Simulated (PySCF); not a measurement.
# C2H8ClPSn: the cost of one run

Computed with PySCF 2.14.0 and routines of our own; the level stands in each step. Atoms count from 0.

## 1. The system as given

13 atoms, charge 0, multiplicity 1; geometry from: GFN2-xTB.

## 2. Geometry optimisation at PBE0-D3(BJ)/def2-SVP

What the job is given:

```
{"job": {"xc": "PBE0", "basis": "def2-SVP", "d3": "d3bj", "grid": 1, "maxiter": 30, "shake": 0.01, "kind": "geom"}, "charge": 0, "multiplicity": 1}
P      2.882730     0.582620    -0.494090
Sn     0.947380    -0.976630    -0.251630
C     -0.866030    -0.257260     0.825410
C     -1.799530     0.375350    -0.110310
Cl    -1.040650     1.589510    -1.122110
H      2.070180     1.598160    -1.066800
H      2.693120     1.120940     0.777490
H      1.474520    -2.367970     0.556800
H      0.421960    -1.584480    -1.713520
H     -1.322060    -1.089640     1.357380
H     -0.540890     0.463030     1.594430
H     -2.631680     0.880000     0.435930
H     -2.283250    -0.350510    -0.799310
```

Command:

```bash
OMP_NUM_THREADS=1 python heavy_run.py task.json out
```

This one command runs all jobs of the session in turn.

Q: Estimate the wall time and peak memory of this first job on 1 thread of Arm Neoverse V2, shared host.

About 1.9 min, with a peak of 0.52 GiB.
